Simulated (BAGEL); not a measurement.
**C4H11As (tert-butylarsine) at HF/6-31G(d) (density fitting with cc-pvqz-jkfit, spherical functions)**

What is the vertical ionisation energy of C4H11As (tert-butylarsine) at HF/6-31G* (density fitting with cc-pvqz-jkfit, spherical functions)? 

The calculation is run with BAGEL 1.2.2.

3 further runs of the same task are left out: 2 that didn't finish, 1 set aside as unsound or not needed.

### Step 1. The molecule

C4H11As has 16 atoms, charge 0, and is taken as a singlet. SMILES: `CC(C)(C)[AsH2]`. The coordinates come from a PBE0-D4/def2-TZVP relaxation. This is one conformer, not always the lowest.

Bond lengths: C1–C2 1.520 Å, C2–C3 1.523 Å, C2–C4 1.523 Å, C2–As5 2.001 Å, C1–H6 1.092 Å, C1–H7 1.097 Å, C1–H8 1.092 Å, C3–H9 1.093 Å, C3–H10 1.093 Å, C3–H11 1.096 Å, C4–H12 1.093 Å, C4–H13 1.093 Å, C4–H14 1.096 Å, As5–H15 1.525 Å, As5–H16 1.525 Å. Some angles: C1–C2–C3 110.3°, C1–C2–C4 110.3°, C1–C2–As5 112.0°, C3–C2–C4 110.1°, C3–C2–As5 107.0°, C4–C2–As5 107.0°, C2–C1–H6 111.6°, C2–C1–H7 110.0°, C2–C1–H8 111.6°, C2–C3–H9 111.8°.

### Step 2. The energy at HF/6-31G(d) (density fitting with cc-pvqz-jkfit, spherical functions)

Contents of input.json:

```json
{ "bagel": [

{
  "title": "molecule",
  "basis": "6-31gs.json",
  "df_basis": "cc-pvqz-jkfit",
  "angstrom": true,
  "geometry": [
    { "atom": "C", "xyz": [      -0.717890,       0.539940,      -1.081360 ] },
    { "atom": "C", "xyz": [       0.054860,      -0.041520,       0.091200 ] },
    { "atom": "C", "xyz": [       1.484990,       0.483340,       0.094820 ] },
    { "atom": "C", "xyz": [       0.055130,      -1.563360,       0.022190 ] },
    { "atom": "As", "xyz": [      -0.758180,       0.464170,       1.848200 ] },
    { "atom": "H", "xyz": [      -0.738750,       1.631540,      -1.046800 ] },
    { "atom": "H", "xyz": [      -0.245750,       0.243470,      -2.026510 ] },
    { "atom": "H", "xyz": [      -1.750400,       0.183790,      -1.098030 ] },
    { "atom": "H", "xyz": [       2.061280,       0.083870,       0.933440 ] },
    { "atom": "H", "xyz": [       1.513620,       1.574770,       0.153010 ] },
    { "atom": "H", "xyz": [       1.993890,       0.187820,      -0.829660 ] },
    { "atom": "H", "xyz": [      -0.960890,      -1.967220,       0.027040 ] },
    { "atom": "H", "xyz": [       0.600330,      -2.007020,       0.859390 ] },
    { "atom": "H", "xyz": [       0.538760,      -1.895410,      -0.903450 ] },
    { "atom": "H", "xyz": [      -0.937310,       1.940600,       1.510000 ] },
    { "atom": "H", "xyz": [      -2.193680,       0.141230,       1.446500 ] }
  ]
},

{
  "title": "hf",
  "charge": 0
},

{
  "title": "print",
  "file": "orbitals.molden",
  "orbitals": true
}

]}
```

The basis set 6-31G* is read from a file made from the Basis Set Exchange's data (not shown).

The run is started by

```
$ BAGEL_NUM_THREADS=1 BAGEL input.json > input.out
```

The program printed:

```text
* using 1 threads per process

  ===============================================================
  ===============================================================

  *** Geometry ***

  { "atom" : "C", "xyz" : [     -1.356615,      1.020339,     -2.043474 ] },
  { "atom" : "C", "xyz" : [      0.103670,     -0.078461,      0.172343 ] },
  { "atom" : "C", "xyz" : [      2.806224,      0.913380,      0.179184 ] },
  { "atom" : "C", "xyz" : [      0.104181,     -2.954322,      0.041933 ] },
  { "atom" : "As", "xyz" : [     -1.432753,      0.877154,      3.492592 ] },
  { "atom" : "H", "xyz" : [     -1.396035,      3.083164,     -1.978165 ] },
  { "atom" : "H", "xyz" : [     -0.464400,      0.460092,     -3.829549 ] },
  { "atom" : "H", "xyz" : [     -3.307777,      0.347313,     -2.074976 ] },
  { "atom" : "H", "xyz" : [      3.895255,      0.158491,      1.763946 ] },
  { "atom" : "H", "xyz" : [      2.860327,      2.975884,      0.289147 ] },
  { "atom" : "H", "xyz" : [      3.767906,      0.354928,     -1.567830 ] },
  { "atom" : "H", "xyz" : [     -1.815819,     -3.717507,      0.051098 ] },
  { "atom" : "H", "xyz" : [      1.134459,     -3.792718,      1.624012 ] },
  { "atom" : "H", "xyz" : [      1.018109,     -3.581806,     -1.707273 ] },
  { "atom" : "H", "xyz" : [     -1.771259,      3.667203,      2.853486 ] },
  { "atom" : "H", "xyz" : [     -4.145454,      0.266886,      2.733489 ] },

  Number of auxiliary basis functions:     1203

  Since a DF basis is specified, we compute 2- and 3-index integrals:
    o Being stored without compression. Storage requirement is 0.116 GB

  Number of basis functions:      110
  Number of electrons      :       68

    * METHOD: MOLECULE                             2.84

  *** RHF ***

  === Nuclear Repulsion ===
   369.6572698434

      * DIIS with orbital gradients will be used.

  === RHF iteration (6-31gs.json) ===
      0      -2391.61525064          0.01163145           0.65
      1      -2391.74130433          0.00432959           0.66
      2      -2391.75892292          0.00163842           0.67
      3      -2391.76142678          0.00028864           0.67
      4      -2391.76151850          0.00005858           0.65
      5      -2391.76152474          0.00001493           0.67
      6      -2391.76152515          0.00000607           0.69
      7      -2391.76152522          0.00000138           0.67
      8      -2391.76152523          0.00000046           0.66
      9      -2391.76152523          0.00000016           0.66
     10      -2391.76152523          0.00000006           0.62
     11      -2391.76152523          0.00000002           0.66
     12      -2391.76152523          0.00000000           0.65
    * SCF iteration converged.

    * Permanent dipole moment:
           (   -0.088632,     0.044840,     0.483090) a.u.

    * METHOD: HF                                   9.86

    * METHOD: PRINT                                0.06

  ===============================================================
```

Wall time 14 s (1 thread of AMD EPYC 7R43 (Zen 3), shared host); peak memory 0.41 GiB.

### Step 3. The doublet cation at the same level

Contents of input.json:

```json
{ "bagel": [

{
  "title": "molecule",
  "basis": "6-31gs.json",
  "df_basis": "cc-pvqz-jkfit",
  "angstrom": true,
  "geometry": [
    { "atom": "C", "xyz": [   -0.717890,    0.539940,   -1.081360 ] },
    { "atom": "C", "xyz": [    0.054860,   -0.041520,    0.091200 ] },
    { "atom": "C", "xyz": [    1.484990,    0.483340,    0.094820 ] },
    { "atom": "C", "xyz": [    0.055130,   -1.563360,    0.022190 ] },
    { "atom": "As", "xyz": [   -0.758180,    0.464170,    1.848200 ] },
    { "atom": "H", "xyz": [   -0.738750,    1.631540,   -1.046800 ] },
    { "atom": "H", "xyz": [   -0.245750,    0.243470,   -2.026510 ] },
    { "atom": "H", "xyz": [   -1.750400,    0.183790,   -1.098030 ] },
    { "atom": "H", "xyz": [    2.061280,    0.083870,    0.933440 ] },
    { "atom": "H", "xyz": [    1.513620,    1.574770,    0.153010 ] },
    { "atom": "H", "xyz": [    1.993890,    0.187820,   -0.829660 ] },
    { "atom": "H", "xyz": [   -0.960890,   -1.967220,    0.027040 ] },
    { "atom": "H", "xyz": [    0.600330,   -2.007020,    0.859390 ] },
    { "atom": "H", "xyz": [    0.538760,   -1.895410,   -0.903450 ] },
    { "atom": "H", "xyz": [   -0.937310,    1.940600,    1.510000 ] },
    { "atom": "H", "xyz": [   -2.193680,    0.141230,    1.446500 ] }
  ]
},
{
  "title": "uhf",
  "charge": 1,
  "nopen": 1
},
{
  "title": "print",
  "file": "orbitals.molden",
  "orbitals": true
}

]}
```

The basis set 6-31G* is read from a file made from the Basis Set Exchange's data (not shown).

The run is started by

```
$ BAGEL_NUM_THREADS=1 BAGEL input.json > input.out
```

The program printed:

```text
* using 1 threads per process

  ===============================================================
  ===============================================================

  *** Geometry ***

  { "atom" : "C", "xyz" : [     -1.356615,      1.020339,     -2.043474 ] },
  { "atom" : "C", "xyz" : [      0.103670,     -0.078461,      0.172343 ] },
  { "atom" : "C", "xyz" : [      2.806224,      0.913380,      0.179184 ] },
  { "atom" : "C", "xyz" : [      0.104181,     -2.954322,      0.041933 ] },
  { "atom" : "As", "xyz" : [     -1.432753,      0.877154,      3.492592 ] },
  { "atom" : "H", "xyz" : [     -1.396035,      3.083164,     -1.978165 ] },
  { "atom" : "H", "xyz" : [     -0.464400,      0.460092,     -3.829549 ] },
  { "atom" : "H", "xyz" : [     -3.307777,      0.347313,     -2.074976 ] },
  { "atom" : "H", "xyz" : [      3.895255,      0.158491,      1.763946 ] },
  { "atom" : "H", "xyz" : [      2.860327,      2.975884,      0.289147 ] },
  { "atom" : "H", "xyz" : [      3.767906,      0.354928,     -1.567830 ] },
  { "atom" : "H", "xyz" : [     -1.815819,     -3.717507,      0.051098 ] },
  { "atom" : "H", "xyz" : [      1.134459,     -3.792718,      1.624012 ] },
  { "atom" : "H", "xyz" : [      1.018109,     -3.581806,     -1.707273 ] },
  { "atom" : "H", "xyz" : [     -1.771259,      3.667203,      2.853486 ] },
  { "atom" : "H", "xyz" : [     -4.145454,      0.266886,      2.733489 ] },

  Number of auxiliary basis functions:     1203

  Since a DF basis is specified, we compute 2- and 3-index integrals:
    o Being stored without compression. Storage requirement is 0.116 GB

  Number of basis functions:      110
  Number of electrons      :       68

    * METHOD: MOLECULE                             2.55

  *** Open-shell HF ***

  === Nuclear Repulsion ===
   369.6572698434

      * DIIS with orbital gradients will be used.

  === UHF iteration (6-31gs.json) ===
      0      -2391.31158741          0.02120642           1.39
      1      -2391.44074357          0.00718824           1.21
      2      -2391.45593252          0.00333228           1.19
      3      -2391.45905542          0.00096569           1.21
      4      -2391.45977306          0.00035108           1.21
      5      -2391.45987213          0.00013171           1.28
      6      -2391.45991484          0.00003195           1.26
      7      -2391.45991843          0.00001830           1.25
      8      -2391.45992031          0.00001094           1.26
      9      -2391.45992090          0.00000619           1.21
     10      -2391.45992119          0.00000392           1.23
     11      -2391.45992132          0.00000272           1.22
     12      -2391.45992140          0.00000172           1.23
     13      -2391.45992144          0.00000089           1.26
     14      -2391.45992145          0.00000041           1.20
     15      -2391.45992145          0.00000022           1.18
     16      -2391.45992145          0.00000009           1.21
     17      -2391.45992145          0.00000006           1.19
     18      -2391.45992145          0.00000003           1.18
     19      -2391.45992145          0.00000002           1.19
     20      -2391.45992145          0.00000001           1.19
     21      -2391.45992145          0.00000001           1.15
    * SCF iteration converged.

    * S^2 (UHF) is 0.7669

    * Permanent dipole moment:
           (    0.234595,    -0.152408,    -0.323127) a.u.

    * METHOD: UHF                                 28.01

    * METHOD: PRINT                                0.05

  ===============================================================
```

Wall time 31 s (1 thread of AMD EPYC 7R43 (Zen 3), shared host); peak memory 0.41 GiB.

### Step 4. Outcome

At HF/6-31G* (density fitting with cc-pvqz-jkfit, spherical functions):

| quantity | value |
| --- | --- |
| singlet C4H11As: total energy | -2391.76153 Eh |
| singlet C4H11As: dipole moment | 1.25 D |
| singlet C4H11As: HOMO energy | -9.39 eV |
| singlet C4H11As: LUMO energy | 4.02 eV |
| singlet C4H11As: HOMO–LUMO gap | 13.41 eV |
| doublet cation: total energy | -2391.45992 Eh |
| doublet cation: ⟨S²⟩ | 0.767 |
| vertical ionisation energy (to the doublet cation) | 8.207 eV |

The vertical ionisation energy comes to 8.21 eV (792 kJ/mol). The negative HOMO energy of the first species, 9.39 eV, lies 1.18 eV above that difference.
